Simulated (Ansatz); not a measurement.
Geometry optimisation, DFT PBEsol, scalar-relativistic, plane waves, PAW in Ansatz 0.2.0.

The input (input.yaml):

```yaml
crystal:
  lattice:
    - [7.67918, 0.0, 0.0]
    - [3.83959, 6.650365, 0.0]
    - [0.0, 0.0, 19.868765]
  atoms:
    - { symbol: H, position: [0.16666666, 0.16666666, 0.05033025] }
    - { symbol: H, position: [0.66666664, 0.16666666, 0.05033025] }
    - { symbol: H, position: [0.16666666, 0.66666663, 0.05033025] }
    - { symbol: H, position: [0.66666664, 0.66666663, 0.05033025] }
    - { symbol: Si, position: [0.16666666, 0.16666666, 0.12582564] }
    - { symbol: Si, position: [0.66666664, 0.16666666, 0.12582564] }
    - { symbol: Si, position: [0.16666666, 0.66666663, 0.12582564] }
    - { symbol: Si, position: [0.66666664, 0.66666663, 0.12582564] }
    - { symbol: Si, position: [-0.16666666, 0.33333332, 0.16527212] }
    - { symbol: Si, position: [0.33333332, 0.33333332, 0.16527212] }
    - { symbol: Si, position: [-0.16666666, 0.83333329, 0.16527212] }
    - { symbol: Si, position: [0.33333332, 0.83333329, 0.16527212] }
    - { symbol: Si, position: [-0.16666666, 0.33333332, 0.28361159] }
    - { symbol: Si, position: [0.33333332, 0.33333332, 0.28361159] }
    - { symbol: Si, position: [-0.16666666, 0.83333329, 0.28361159] }
    - { symbol: Si, position: [0.33333332, 0.83333329, 0.28361159] }
    - { symbol: Si, position: [0.0, 0.0, 0.32305807] }
    - { symbol: Si, position: [0.49999998, 0.0, 0.32305807] }
    - { symbol: Si, position: [0.0, 0.49999997, 0.32305807] }
    - { symbol: Si, position: [0.49999998, 0.49999997, 0.32305807] }
    - { symbol: H, position: [0.49999998, 0.0, 0.39603694] }
    - { symbol: H, position: [0.0, 0.49999997, 0.39603694] }
    - { symbol: H, position: [0.49999998, 0.49999997, 0.39603694] }
    - { symbol: C, position: [0.75706203, -0.02623695, 0.38043456], spin: 1.0 }
magnetization:
  spin_polarized: true
basis:
  ecutwfc: 420.0
kpoints:
  mp_grid: { grid: [2, 2, 1] }
hamiltonian:
  xc: pbesol
  pseudopotentials: { kind: paw, azcp: { folder: soft_1 } }
scf:
  occupations: { method: fermi_dirac, width: 0.02 }
  lower_state_search: "off"
relax:
  f_tol: 0.03
  max_steps: 60
  adjacent_minimum: "off"
  constraints: [{ sites: [0, 1, 2, 3, 4, 5, 6, 7] }]
output:
  write_density: true
  write_potential: true
  elf: true
  volumetric_format: npy
```

Command:

```bash
$ ansatz run input.yaml --threads 2 --pin off --max-ram 5120MiB --backend cpu --events-out ev --progress --plain --runs-dir out
```

**Question.** Where does it end, and by what steps?

**Answer.** It converged. Limits of this set-up: coarse k mesh, thin slab, slab without dipole correction, PAW files made for another functional, a typed lattice constant that wasn't relaxed here. After 17 steps the energy has fallen by 2.393 eV; C24 moved furthest, 0.71 Å.

| step | energy less start (eV) | largest force component (eV/Å) | accepted |
| --- | --- | --- | --- |
| 0 | 0.0000 | 2.379 | yes |
| 1 | -0.9081 | 2.162 | yes |
| 2 | -1.5205 | 1.224 | yes |
| 3 | -1.8343 | 0.832 | yes |
| 4 | -2.0965 | 0.640 | yes |
| 5 | -2.2398 | 0.506 | yes |
| 6 | -2.3061 | 0.295 | yes |
| 7 | -2.3281 | 0.419 | yes |
| 8 | -2.3638 | 0.202 | yes |
| 9 | -2.3201 | 0.392 | no |
| 10 | -2.3799 | 0.094 | yes |
| 11 | -2.3869 | 0.089 | yes |
| 12 | -2.3905 | 0.089 | yes |
| 13 | -2.3931 | 0.037 | yes |
| 14 | -2.3931 | 0.044 | no |
| 15 | -2.3931 | 0.037 | yes |
| 16 | -2.3931 | 0.044 | no |
| 17 | -2.3934 | 0.016 | yes |

```xyz
24
Lattice="7.6792 0.0000 0.0000 3.8396 6.6504 0.0000 0.0000 0.0000 19.8688" Properties=species:S:1:pos:R:3
H 1.920 1.108 1.000
H 5.759 1.108 1.000
H 3.840 4.434 1.000
H 7.679 4.434 1.000
Si 1.920 1.108 2.500
Si 5.759 1.108 2.500
Si 3.840 4.434 2.500
Si 7.679 4.434 2.500
Si 0.004 2.230 3.213
Si 3.842 2.209 3.252
Si 1.914 5.532 3.247
Si 5.759 5.557 3.318
Si -0.037 2.299 5.526
Si 3.924 2.165 5.589
Si 1.947 5.207 5.545
Si 5.817 5.637 5.695
Si -0.099 0.110 6.181
Si 4.234 0.167 6.719
Si 1.960 3.080 6.378
Si 5.749 3.405 6.363
H 3.533 0.072 8.044
H 1.910 3.191 7.874
H 5.793 3.290 7.864
C 5.999 -0.183 6.913
```

Whether the end is a true minimum wasn't checked by a vibrational analysis.

Time of the run: 9.5 min on 2 threads of Arm Neoverse V1 (shared host), peak memory 1.5 GiB.
